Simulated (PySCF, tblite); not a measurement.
**C6H13PSi: geometry, infrared bands and NMR shifts**

Wanted: the infrared bands and NMR shifts of C6H13PSi (`CC(C)C#C[Si@H](C)P`), by calculation.

The runs use tblite 0.8.0 and PySCF 2.14.0, with density-fitted response routines of our own; the level of theory stands in each step. All values are computed, except where a source is named. Atoms count from 0, in the outputs and in this text.

### 1 Starting geometry

21 atoms, charge 0, multiplicity 1; geometry from: force field or distance geometry start.

Bonds of the start (Å): C0–C1 1.52, C1–C2 1.54, C1–C3 1.48, C3–C4 1.20, C4–Si5 1.87, Si5–C6 1.85, Si5–P7 2.24, C0–H8 1.10, C0–H9 1.10, C0–H10 1.09, C1–H11 1.09, C2–H12 1.11, C2–H13 1.09, C2–H14 1.08, Si5–H15 1.47, C6–H16 1.09, C6–H17 1.09, C6–H18 1.09, P7–H19 1.41, P7–H20 1.42.

### 2 Relaxing the molecule with GFN2-xTB

What the job is given:

```
{"job": {"kind": "relax", "xc": "GFN2-xTB", "basis": "xTB"}, "charge": 0, "multiplicity": 1}
C     -2.432700     1.481600    -0.648800
C     -2.132800     0.028300    -0.342800
C     -2.636300    -0.355700     1.056600
C     -0.676500    -0.211800    -0.430000
C      0.506200    -0.417200    -0.488500
Si     2.347200    -0.706600    -0.610000
C      3.020600    -1.609600     0.851800
P      3.312200     1.309700    -0.702600
H     -3.515200     1.665400    -0.607700
H     -1.959700     2.161000     0.068100
H     -2.094000     1.750900    -1.652800
H     -2.639500    -0.609000    -1.072100
H     -3.732900    -0.196600     1.129900
H     -2.164300     0.247300     1.834000
H     -2.445500    -1.397300     1.276700
H      2.685700    -1.424800    -1.848300
H      2.575700    -2.606000     0.939800
H      2.808200    -1.086100     1.788700
H      4.103900    -1.739200     0.789600
H      2.470800     1.841600    -1.704200
H      2.590000     1.891300     0.372300
```

Launch:

```
OMP_NUM_THREADS=1 python probes_run.py task.json out
```

The driver reads the jobs from task.json and runs them one after another.

**Question.** This job is followed by: GFN2-xTB harmonic vibrations, gas phase; GIAO PBE0/pcSseg-1 NMR shielding, non-relativistic, gas phase. Predict these results of the whole session: strongest single infrared mode (GFN2-xTB); zero-point energy (GFN2-xTB); 13C shifts against TMS (PBE0/pcSseg-1); 1H shifts against TMS (PBE0/pcSseg-1, means over atoms taken as alike); 29Si shifts against TMS (PBE0/pcSseg-1); 31P shifts against H3PO4 (PBE0/pcSseg-1); surface potential, 1st and 99th percentile.

**Answer**, as computed:

| quantity | value |
| --- | --- |
| strongest single infrared mode (GFN2-xTB) | 2300 cm⁻¹, 316 km/mol |
| zero-point energy (GFN2-xTB) | 103.7 kcal/mol |
| 13C shifts against TMS (PBE0/pcSseg-1) | 125.4, 87.4, 25.0, 25.0, 24.6, -1.0 ppm |
| 1H shifts against TMS (PBE0/pcSseg-1, means over atoms taken as alike) | 4.76, 2.61, 1.25, 1.23, 1.21, 0.34 ppm |
| 29Si shifts against TMS (PBE0/pcSseg-1) | -46.0 ppm |
| 31P shifts against H3PO4 (PBE0/pcSseg-1) | -273.3 ppm |
| surface potential, 1st and 99th percentile | -1.02 V and 0.76 V |

Over 47 steps the energy fell by 0.122 eV; of the close pairs, Si5–C6 changed most, 1.845 to 1.903 Å. No mode is imaginary among the 57: a minimum at this level. The strongest single mode, at 2300 cm⁻¹, moves mainly C3 and C4. Unscaled tight-binding wavenumbers are off by several per cent, some by more. Its intensities can rank the bands wrongly. At PBE0/pcSseg-1: Shielding is most anisotropic at C3 (span 299 ppm, paramagnetic term -214 ppm).
